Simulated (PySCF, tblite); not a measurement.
# C3H5F3O2SSi: excited states

Aim: compute the excited states of C3H5F3O2SSi (`O=S(=O)(/C=C/[SiH3])C(F)(F)F`).

Programs: tblite 0.8.0 and PySCF 2.14.0, with routines of our own; each step states its level. All values are computed. Atoms count from 0.

### Step 1. The starting structure

15 atoms, charge 0, multiplicity 1; geometry from: force field or distance geometry start.

### Step 2. Optimising the geometry with GFN2-xTB

Job settings and geometry (Å):

```
{"job": {"kind": "relax", "xc": "GFN2-xTB", "basis": "xTB"}, "charge": 0, "multiplicity": 1}
O     -1.313700    -1.579800     0.985200
S     -1.375200    -0.890100    -0.332900
O     -1.941000    -1.897500    -1.300200
C      0.286800    -0.491600    -0.778400
C      1.044400    -0.004200     0.231700
Si     2.806400     0.473500    -0.043900
C     -2.432700     0.512900    -0.353900
F     -1.991900     1.496700     0.543400
F     -3.693000     0.124700     0.072900
F     -2.509400     1.019000    -1.627600
H      0.670800    -0.646000    -1.775600
H      0.600400     0.122800     1.231600
H      3.581900    -0.772700    -0.154500
H      3.288600     1.303700     1.066000
H      2.973100     1.236500    -1.291500
```

Run with:

```sh
OMP_NUM_THREADS=1 python excited_run.py task.json out
```

One launch serves the whole session: the jobs run in the order shown.

Output:

```text
step      E/eV     max force
  0    -984.19545    8.098
  1    -984.99814    2.932
  2    -985.14088    0.882
  3    -985.19614    0.957
  4    -985.23464    0.433
  5    -985.24046    0.217
  6    -985.24533    0.218
  7    -985.25159    0.320
  8    -985.25837    0.254
  9    -985.26227    0.178
 10    -985.26612    0.203
 11    -985.26998    0.223
 12    -985.27275    0.131
 13    -985.27444    0.100
 14    -985.27576    0.112
 15    -985.27721    0.155
 16    -985.27883    0.151
 17    -985.28050    0.100
 18    -985.28206    0.109
 19    -985.28344    0.104
 20    -985.28463    0.121
 21    -985.28576    0.097
 22    -985.28691    0.107
 23    -985.28799    0.104
 24    -985.28892    0.071
 25    -985.28986    0.077
 26    -985.29110    0.108
 27    -985.29289    0.155
 28    -985.29501    0.143
 29    -985.29697    0.128
 30    -985.29874    0.114
 31    -985.30069    0.152
 32    -985.30300    0.179
 33    -985.30524    0.123
 34    -985.30681    0.094
 35    -985.30790    0.084
 36    -985.30904    0.124
 37    -985.31048    0.121
 38    -985.31179    0.081
 39    -985.31250    0.061
 40    -985.31303    0.062
 41    -985.31335    0.056
 42    -985.31395    0.055
 43    -985.31430    0.057
 44    -985.31471    0.059
 45    -985.31501    0.057
 46    -985.31535    0.042
 47    -985.31562    0.035
 48    -985.31582    0.033
 49    -985.31598    0.038
 50    -985.31622    0.038
 51    -985.31658    0.051
 52    -985.31701    0.053
 53    -985.31729    0.034
 54    -985.31741    0.018
 55    -985.31747    0.020
 56    -985.31754    0.023
 57    -985.31764    0.031
 58    -985.31773    0.025
 59    -985.31780    0.024
 60    -985.31786    0.029
 61    -985.31792    0.030
 62    -985.31801    0.028
 63    -985.31810    0.024
 64    -985.31816    0.017
 65    -985.31821    0.018
 66    -985.31826    0.022
 67    -985.31833    0.023
 68    -985.31840    0.020
 69    -985.31848    0.021
 70    -985.31857    0.024
 71    -985.31871    0.035
 72    -985.31892    0.045
 73    -985.31915    0.047
 74    -985.31935    0.047
 75    -985.31955    0.042
 76    -985.31985    0.064
 77    -985.32026    0.078
 78    -985.32073    0.057
 79    -985.32106    0.038
 80    -985.32128    0.032
 81    -985.32151    0.043
 82    -985.32178    0.046
 83    -985.32197    0.035
 84    -985.32210    0.027
 85    -985.32218    0.021
 86    -985.32233    0.027
 87    -985.32244    0.029
 88    -985.32257    0.026
 89    -985.32263    0.018
 90    -985.32268    0.018
 91    -985.32274    0.023
 92    -985.32283    0.027
 93    -985.32293    0.024
 94    -985.32299    0.017
 95    -985.32304    0.019
 96    -985.32307    0.021
 97    -985.32309    0.014
 98    -985.32311    0.011
 99    -985.32313    0.014
100    -985.32316    0.019
101    -985.32322    0.025
102    -985.32328    0.021
103    -985.32332    0.012
104    -985.32334    0.013
105    -985.32336    0.016
106    -985.32340    0.021
107    -985.32348    0.034
108    -985.32358    0.025
109    -985.32364    0.020
110    -985.32366    0.015
111    -985.32367    0.011
112    -985.32368    0.009
```

Run time: 0.74 s. Hardware: 1 thread of Arm Neoverse V2, shared host.

Step by step: (not every step is listed)

| step | energy from step 0 (eV) | largest force (eV/Å) |
| --- | --- | --- |
| 0 | 0.0000 | 8.0975 |
| 1 | -0.8027 | 2.9321 |
| 2 | -0.9454 | 0.8818 |
| 3 | -1.0007 | 0.9565 |
| 4 | -1.0392 | 0.4334 |
| 5 | -1.0450 | 0.2168 |
| 6 | -1.0499 | 0.2183 |
| 7 | -1.0561 | 0.3201 |
| 8 | -1.0629 | 0.2542 |
| 17 | -1.0850 | 0.0995 |
| 26 | -1.0956 | 0.1082 |
| 35 | -1.1124 | 0.0838 |
| 44 | -1.1193 | 0.0592 |
| 53 | -1.1218 | 0.0341 |
| 62 | -1.1226 | 0.0282 |
| 71 | -1.1233 | 0.0350 |
| 80 | -1.1258 | 0.0318 |
| 89 | -1.1272 | 0.0182 |
| 98 | -1.1277 | 0.0108 |
| 107 | -1.1280 | 0.0342 |
| 108 | -1.1281 | 0.0245 |
| 109 | -1.1282 | 0.0197 |
| 110 | -1.1282 | 0.0153 |
| 111 | -1.1282 | 0.0109 |
| 112 | -1.1282 | 0.0094 |

Close pairs (by a distance rule), those that changed most:

| bond | before (Å) | after (Å) | change (Å) |
| --- | --- | --- | --- |
| S1–C6 | 1.757 | 1.900 | +0.143 |
| S1–O2 | 1.507 | 1.428 | -0.079 |
| C6–F7 | 1.403 | 1.335 | -0.067 |
| C6–F8 | 1.386 | 1.322 | -0.064 |
| O0–S1 | 1.489 | 1.429 | -0.060 |
| C4–Si5 | 1.846 | 1.895 | +0.049 |
| C3–C4 | 1.353 | 1.315 | -0.039 |
| C6–F9 | 1.373 | 1.335 | -0.038 |

The next job starts from the end point, and lists it.

### Step 3. Vibrational analysis with GFN2-xTB

Job settings and geometry (Å):

```
{"job": {"kind": "ir", "xc": "GFN2-xTB", "basis": "xTB"}, "charge": 0, "multiplicity": 1}
O     -1.386289    -1.473984     1.079644
S     -1.379666    -1.049132    -0.284490
O     -1.894886    -1.914804    -1.296766
C      0.213712    -0.382261    -0.735966
C      1.121818    -0.206355     0.198384
Si     2.864727     0.486347    -0.073538
C     -2.447326     0.521046    -0.346933
F     -1.971705     1.412564     0.526047
F     -3.718430     0.284037    -0.069627
F     -2.362827     1.065796    -1.563028
H      0.304740    -0.167331    -1.784404
H      0.833411    -0.501993     1.199279
H      3.800707    -0.597974     0.219732
H      3.032482     1.596363     0.862757
H      2.985119     0.935672    -1.458658
```

Output:

```text
mode    cm-1     km/mol
  1      28.5      0.19
  2      31.5      0.08
  3      59.2      0.19
  4     107.0      3.32
  5     116.9      1.29
  6     129.8      4.28
  7     139.0      7.57
  8     221.0     11.17
  9     248.9      0.64
 10     279.5      4.02
 11     284.9      1.32
 12     347.2     17.66
 13     451.9     82.22
 14     470.7      6.71
 15     478.9     94.76
 16     495.2     91.28
 17     532.4     69.23
 18     543.8    210.83
 19     655.2      1.47
 20     694.4      4.66
 21     736.8    198.00
 22     748.1     26.01
 23     761.5    233.30
 24     765.2    167.11
 25     783.0    307.53
 26    1006.6     22.14
 27    1067.5    193.88
 28    1085.9     42.05
 29    1092.7    195.94
 30    1127.1     42.92
 31    1162.2    413.17
 32    1231.9     41.07
 33    1292.2    470.87
 34    1655.0     14.30
 35    2288.9    265.78
 36    2292.5    191.20
 37    2297.7    243.71
 38    3048.9      5.90
 39    3128.0      4.64
```

Run time: 0.52 s. Hardware: 1 thread of Arm Neoverse V2, shared host.

The strongest bands and the atoms that carry them (share of the mass-weighted mode):

| cm⁻¹ | km/mol | atoms |
| --- | --- | --- |
| 544 | 210.8 | H13 37 %, H12 25 % |
| 737 | 198.0 | C3 46 %, S1 22 % |
| 762 | 233.3 | H12 43 %, H13 43 % |
| 783 | 307.5 | Si5 20 %, H13 20 %, H12 17 %, C4 15 % |
| 1162 | 413.2 | C6 27 %, O0 23 %, O2 21 %, S1 17 % |
| 1292 | 470.9 | S1 43 %, O2 28 %, O0 25 % |
| 2289 | 265.8 | H12 92 % |
| 2298 | 243.7 | H14 97 % |

### Step 4. Excited states: TDA PBE0/def2-SVP

Settings changed since step 3:

```diff
@@ -1,2 +1,2 @@
-{"job": {"kind": "ir", "xc": "GFN2-xTB", "basis": "xTB"}, "charge": 0, "multiplicity": 1}
+{"job": {"kind": "states", "xc": "PBE0", "basis": "def2-SVP", "tda": true, "soc": true, "nstates": 6, "ntriplets": 5, "nquad": 4}, "charge": 0, "multiplicity": 1}
 O     -1.386289    -1.473984     1.079644
```

Method: TDA PBE0/def2-SVP excited states, vertical, gas phase, spin-orbit mean-field couplings.

Output:

```text
coarse grid: 15040 points
cycle   1  E = -1252.8107858012  dE =  2.226e+00  |g| = 1.479e+00  |ddm| = 4.408e+00
cycle   2  E = -1251.3643342530  dE =  1.446e+00  |g| = 3.154e+00  |ddm| = 4.029e+00
cycle   3  E = -1253.2162129401  dE = -1.852e+00  |g| = 2.395e-01  |ddm| = 3.063e+00
cycle   4  E = -1253.2223707227  dE = -6.158e-03  |g| = 1.738e-01  |ddm| = 3.856e-01
cycle   5  E = -1253.2284126065  dE = -6.042e-03  |g| = 2.975e-02  |ddm| = 1.574e-01
cycle   6  E = -1253.2286014118  dE = -1.888e-04  |g| = 1.062e-02  |ddm| = 3.675e-02
cycle   7  E = -1253.2286280059  dE = -2.659e-05  |g| = 3.260e-03  |ddm| = 1.260e-02
cycle   8  E = -1253.2286302124  dE = -2.207e-06  |g| = 1.027e-03  |ddm| = 3.702e-03
final grid: 141384 points
cycle   9  E = -1253.3864301705  dE = -2.553e-05  |g| = 1.024e-02  |ddm| = 3.122e-02
cycle  10  E = -1253.3864003236  dE =  2.985e-05  |g| = 1.587e-02  |ddm| = 2.455e-02
cycle  11  E = -1253.3864522979  dE = -5.197e-05  |g| = 2.162e-03  |ddm| = 1.554e-02
cycle  12  E = -1253.3864532411  dE = -9.432e-07  |g| = 3.164e-04  |ddm| = 2.198e-03
cycle  13  E = -1253.3864532586  dE = -1.748e-08  |g| = 1.748e-04  |ddm| = 4.302e-04
cycle  14  E = -1253.3864532659  dE = -7.327e-09  |g| = 3.931e-05  |ddm| = 1.836e-04
cycle  15  E = -1253.3864532662  dE = -2.919e-10  |g| = 1.650e-05  |ddm| = 5.024e-05
converged SCF energy = -1253.3864532662

Singlet excitations
state   eV       nm        f     d(h-e)  d(exc)  Lambda  PR(NTO)  |dmu|/D   mu/D   main configurations
  1   5.3406   232.2   0.00112   1.465   3.191   0.527   1.015    4.580    1.670   H->L 0.97
  2   5.9841   207.2   0.01188   2.155   3.331   0.634   1.009    6.548    2.264   H-1->L 0.74, H-2->L 0.22
  3   6.5437   189.5   0.01691   1.697   3.219   0.462   1.019    5.247    1.185   H-3->L 0.76, H-4->L 0.10, H-2->L 0.10
  4   6.6503   186.4   0.00623   2.169   3.357   0.454   1.012    6.683    2.417   H-4->L 0.81, H-3->L 0.14
  5   7.1283   173.9   0.25185   1.214   3.189   0.511   1.072                     H-5->L 0.42, H-2->L 0.27, H-7->L 0.14
  6   7.2236   171.6   0.28215   1.503   3.317   0.506   1.065                     H-5->L 0.41, H-2->L 0.27, H-6->L 0.10

Triplet excitations (Tamm-Dancoff)
state   eV     d(h-e)  d(exc)  Lambda  PR(NTO)   main configurations
  1   4.2491   0.130   2.245   0.657   1.009   H-2->L 0.46, H-1->L 0.36
  2   4.9002   1.076   3.062   0.531   1.016   H->L 0.88
  3   5.8177   1.887   3.233   0.646   1.014   H-1->L 0.56, H-2->L 0.35
  4   6.1740   1.175   3.032   0.477   1.051   H-3->L 0.47, H-4->L 0.26, H-2->L 0.09
  5   6.4581   2.115   3.263   0.443   1.013   H-4->L 0.59, H-3->L 0.38
S1 - T1 = 1.0915 eV

Spin-orbit couplings |<S|Hso|T>| (cm-1)
             T1       T2       T3       T4       T5
S0        1.735    6.533   15.305    7.319   18.201
S1        3.723    2.462   30.163   24.359   20.356
S2       10.770   25.719    3.691   33.447   34.075
S3        6.733   20.462   39.929    3.852   18.463
S4       12.293   26.769   29.548   23.507    2.923
S5        5.961   11.663   21.912   16.278    6.026
S6        2.045   15.233   10.999   12.759    8.830
T1 sublevels (cm-1): 0.000 0.001 0.003   radiative rates (1/s): 0.511 1.18 3.78
```

Run time: 28 s. Hardware: 1 thread of Arm Neoverse V2, shared host; peak memory 0.82 GiB.

In short:

| quantity | value |
| --- | --- |
| S1 less T1 | 1.09 eV |

### Step 5. Summary of results

| quantity | value |
| --- | --- |
| strongest single infrared mode (GFN2-xTB) | 1292 cm⁻¹, 471 km/mol |
| zero-point energy (GFN2-xTB) | 48.4 kcal/mol |
| S1 less T1 (step 4, TDA PBE0/def2-SVP) | 1.09 eV |

**Reading.** All 39 modes are real, so the xTB geometry is a minimum. The strongest single mode, at 1292 cm⁻¹, has its largest shares on S1, O2 and O0 (the list is cut at 3 atoms). Unscaled tight-binding wavenumbers are off by several per cent, some by more. Its intensities can rank the bands wrongly. In step 4, the number of triplets below S1 is 2, and the largest singlet-triplet spin-orbit coupling is S3–T3, 39.93 cm⁻¹.
